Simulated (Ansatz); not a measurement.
# Cl2F2H2Si2: a ladder of functionals and wavefunction methods

One table from this session's results is given with a row withheld; the runs are named, their logs left out.

The runs use Ansatz 0.2.0, Gaussian basis; functionals in def2-TZVPP, the program's frozen cores in correlated methods.

Levels to be run: PBE-D4, r2SCAN-D4, PBE0-D4, B3LYP-D4, ωB97X-V, ωB97M-V, B2PLYP; CCSD(T)/def2-TZVPP; MP2/def2-QZVPP; extrapolation to the limit.

### The relaxed structure

An earlier PBE0-D4 in a triple-zeta def2 set relaxation fixed the geometry.

SMILES `F[Si@H](Cl)[Si@@H](F)Cl`, 8 atoms, charge 0, spin multiplicity 1.

Atoms are counted from 1 here; the program's logs count them from 0.

Bond lengths: F1–Si2 1.594 Å, Si2–Cl3 2.042 Å, Si2–Si4 2.348 Å, Si2–H7 1.479 Å, Si4–F5 1.594 Å, Si4–Cl6 2.042 Å, Si4–H8 1.479 Å. Angles: F1–Si2–Cl3 108.5°, F1–Si2–Si4 108.2°, F1–Si2–H7 108.2°, Cl3–Si2–Si4 108.5°, Cl3–Si2–H7 108.6°, Si4–Si2–H7 114.7°, Si2–Si4–F5 108.2°, Si2–Si4–Cl6 108.5°, Si2–Si4–H8 114.7°, F5–Si4–Cl6 108.5°, F5–Si4–H8 108.2°, Cl6–Si4–H8 108.6°.

Set-up of the first run:

The input, in.yaml:

```yaml
crystal:
  periodic: [false, false, false]
  atoms:
    - {symbol: F, position_ang: [-2.080269, 0.903870, 0.120908]}
    - {symbol: Si, position_ang: [-0.958957, -0.066012, 0.705964]}
    - {symbol: Cl, position_ang: [-1.664365, -1.981419, 0.645984]}
    - {symbol: Si, position_ang: [0.930218, 0.074544, -0.681051]}
    - {symbol: F, position_ang: [2.051587, -0.895254, -0.095968]}
    - {symbol: Cl, position_ang: [1.635362, 1.990075, -0.620828]}
    - {symbol: H, position_ang: [-0.719103, 0.304727, 2.117547]}
    - {symbol: H, position_ang: [0.690526, -0.296132, -2.092658]}
basis:
  gaussian: {orbitals: def2-TZVPP}
hamiltonian: {xc: pbe, dispersion: d4}
output: {forces: true, orbitals: {seedname: orbitals}}
```

Among the steps run: PBE-D4 (GGA); r2SCAN-D4 (meta-GGA); PBE0-D4 (hybrid); B3LYP-D4 (hybrid); ωB97X-V (range-separated); ωB97M-V (range-separated); B2PLYP (double hybrid); CCSD(T) in def2-TZVPP; MP2 in def2-QZVPP.

One of the session's tables, all rows but one given; the rest of the session is left out.

```
            method  atomisation energy (kJ/mol)
            PBE-D4                       2864.2
         r2SCAN-D4                       2858.3
           PBE0-D4                       2815.2
          B3LYP-D4                            ?
           ωB97X-V                       2864.5
           ωB97M-V                       2850.9
            B2PLYP                       2791.6
     HF/def2-TZVPP                       2133.3
    MP2/def2-TZVPP                       2858.8
   CCSD/def2-TZVPP                       2708.8
CCSD(T)/def2-TZVPP                       2755.6
           MP2/CBS                       2961.8
       CCSD(T)/CBS                       2858.6
```

Estimate the missing values for B3LYP-D4.

**Answer.** atomisation energy (kJ/mol): 2806.1. In the column «atomisation energy (kJ/mol)» it lies between B2PLYP (2791.6) and PBE0-D4 (2815.2).

Caveats from the session: Free atoms (2 F, 2 Si, 2 Cl, 2 H) were run apart at each level; the atomisation energy is their sum less the molecule, without zero-point or spin-orbit terms.
